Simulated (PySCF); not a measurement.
# C11H7FO (1-naphthoyl fluoride (3n)): the cost of one run

Programs: PySCF 2.14.0, with routines of our own; each step states its level. All values are computed. Atoms count from 0.

### Step 1. The starting structure

20 atoms, charge 0, multiplicity 1; geometry from: GFN2-xTB.

### Step 2. NMR shifts: GIAO KT3/pcSseg-1

What the job is given:

```
{"job": {"kind": "nmr", "xc": "KT3", "basis": "pcSseg-1", "pop": false}, "charge": 0, "multiplicity": 1}
O      3.638692    -1.087498     0.764785
C      2.471091    -1.241333     0.605148
F      1.989027    -2.513129     0.743212
C      1.481852    -0.214058     0.273665
C      2.034536     1.051683     0.148170
C      1.260109     2.167083    -0.163034
C     -0.086518     2.016801    -0.353027
C     -0.699133     0.753024    -0.238972
C     -2.090280     0.626678    -0.441407
C     -2.709707    -0.585578    -0.336834
C     -1.952160    -1.720647    -0.022283
C     -0.600792    -1.633100     0.180336
C      0.077526    -0.400060     0.080207
H      3.098097     1.159076     0.299969
H      1.726885     3.136073    -0.251429
H     -0.707167     2.867246    -0.595494
H     -2.655172     1.515506    -0.682701
H     -3.774024    -0.677559    -0.492962
H     -2.440724    -2.680102     0.061663
H     -0.065227    -2.533697     0.419166
```

With the program's defaults for keys left out, this is: GIAO KT3/pcSseg-1 NMR shielding, non-relativistic, gas phase.

Run with:

```bash
$ OMP_NUM_THREADS=1 python large_run.py task.json out
```

This one command runs all jobs of the session in turn.

**Question.** How long does this job take on 1 thread of Arm Neoverse V1, shared host, and how much memory does it need?

About 15 s, with a peak of 0.5 GiB.
